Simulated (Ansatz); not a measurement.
**GeC2N4: the band gap up the ladder of functionals**

An exercise on one series of results from a longer session: the logs are not shown, and one member is left open.

The runs shown are made with Ansatz 0.2.0. PAW datasets, plane waves. The cell comes from a prototype generator: it can be a known phase or a hypothetical one. Spin polarisation is off.

### The cell

The cell was relaxed beforehand with r2SCAN.

The symmetry is Pm (No. 6, monoclinic); conventional cell a = 6.875 Å, b = 2.645 Å, c = 6.894 Å, β = 117.7°, 7.93 Å³ an atom. Ge has 4 N at 1.73–1.86 Å; C has 4 N at 1.40–1.54 Å; C has 4 N at 1.49–1.56 Å; Ge has 4 N at 1.76–1.82 Å; C has 4 N at 1.46–1.59 Å.

As a file:

```
CELL_PARAMETERS angstrom
6.87409 0.00000 -0.13505
0.00000 2.64532 0.00000
-3.55428 0.00000 6.17717
ATOMIC_POSITIONS crystal
Ge 0.61958 0.50000 0.84814
C 0.80936 0.00000 0.24990
C 0.77368 0.00000 0.57680
Ge 0.22244 0.50000 0.38951
C 0.17439 0.50000 0.77617
C 0.40801 0.00000 0.16286
N 0.31715 0.50000 0.68017
N 0.65098 0.00000 0.32261
N 0.69125 0.50000 0.62946
N 0.74271 0.00000 0.02833
N 0.02573 0.00000 0.71807
N 0.93910 0.50000 0.34020
N 0.27399 0.00000 0.25876
N 0.35165 0.50000 0.01902
```

Set-up of the first run:

input.yaml reads:

```yaml
crystal:
  lattice:
    - [6.874087901, 0.0, -0.1350501106]
    - [0.0, 2.6453241247, 0.0]
    - [-3.5542770132, 0.0, 6.1771719098]
  atoms:
    - { symbol: Ge, position: [0.619578098, 0.5, 0.8481419535] }
    - { symbol: C, position: [0.8093573666, 0.0, 0.2499015278] }
    - { symbol: C, position: [0.7736791387, 0.0, 0.5767956926] }
    - { symbol: Ge, position: [0.2224365819, 0.5, 0.3895120683] }
    - { symbol: C, position: [0.1743949567, 0.5, 0.7761656575] }
    - { symbol: C, position: [0.4080090081, 0.0, 0.1628640159] }
    - { symbol: "N", position: [0.3171528548, 0.5, 0.6801672459] }
    - { symbol: "N", position: [0.6509774611, 0.0, 0.3226123765] }
    - { symbol: "N", position: [0.6912479353, 0.5, 0.6294641501] }
    - { symbol: "N", position: [0.7427055744, 0.0, 1.0283284188] }
    - { symbol: "N", position: [0.025725042, 0.0, 0.7180727385] }
    - { symbol: "N", position: [0.9391029873, 0.5, 0.3401950104] }
    - { symbol: "N", position: [0.2739875594, 0.0, 0.2587565077] }
    - { symbol: "N", position: [0.3516454356, 0.5, 0.0190226365] }
kpoints:
  mp_grid: { grid: [4, 10, 4] }
  band_path:
    path:
      - [0.0, 0.0, 0.0]
      - [-1.174829323853e-34, -0.5, -4.171274017336e-18]
      - [4.691598037945e-19, -0.5, -0.5]
      - [4.691598037945e-19, 2.420611793086e-35, -0.5]
      - [0.0, 0.0, 0.0]
      - [-0.5, 1.539767195472e-19, -6.788770401982e-17]
      - [-0.5, -0.5, -6.788770401982e-17]
      - [-1.174829323853e-34, -0.5, -4.171274017336e-18]
      - [-0.5, -0.5, 0.5]
      - [-0.5, 1.539767195472e-19, 0.5]
      - [0.0, 0.0, 0.0]
    npoints: 10
hamiltonian:
  xc: pbe
scf:
  occupations: { method: fermi_dirac, width: 0.02 }
  n_extra_bands: 7
output:
  forces: true
  stress: true
  eigenvalues: true
```

Steps of the session up to this table: Band structure with PBE; Single point with r2SCAN; HSE06 at the same geometry; Single point with PBE+SOC; Single point with PBE0.

One of the session's tables, all rows but one given; the rest of the session is left out.

| level | gap (eV) |
| --- | --- |
| PBE | 2.40 |
| r2SCAN | 2.77 |
| HSE06 | 3.87 |
| PBE+SOC | 2.40 |
| PBE0 | ? |

Estimate the missing values for PBE0.

**Answer.** gap (eV): 4.64. In the column «gap (eV)» it is the highest.

Meshes: PBE 4×10×4, r2SCAN 4×10×4, HSE06 4×6×4, PBE+SOC 4×10×4, PBE0 4×6×4

The gap runs from 2.40 eV (PBE) to 4.64 eV (PBE0). Against HSE06, PBE is short by 1.47 eV, at 62 % of it, and r2SCAN 71 %. PBE0 lies 0.77 eV above HSE06, which differs from it by screening the long-range exchange.

Caveats from the session: Warnings in the runs' records: stress scf threshold loose, stress exchange threshold loose.
